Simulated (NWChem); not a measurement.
# Tetragonal strain in BN (zincblende structure): the shear constant

The numbers come from NWChem runs, not from measurements. Level: PBE, default library pseudopotentials (valence charges N 5, B 3), cutoff 40 Ha, shifted 4×4×4 mesh, two-atom cell, no spin-orbit coupling. The cubic cell (a = 3.601 Å, near this level's equilibrium) is stretched by 1 + δ along x and y and by (1 + δ)^−2 along z, at constant volume; symmetry keeps the atoms on their sites.

```csv
δ,E − E(0) (meV/cell)
-0.020,?
-0.010,14.32
-0.005,3.49
0.000,0.00
0.005,3.24
0.010,13.12
0.020,51.57
```

Task: The cell volume is 11.67 Å³. To second order E − E(0) = 3V(C₁₁ − C₁₂)δ². Fit Aδ² + Bδ³, give C₁₁ − C₁₂, and predict the withheld row.

Result: A ≈ 140 eV and B ≈ -450 eV, with a largest residual of 0.21 meV, so C₁₁ − C₁₂ = A/(3V) ≈ 630 GPa. The fit predicts 58.73 meV at δ = -0.020; the run gave 59.73.
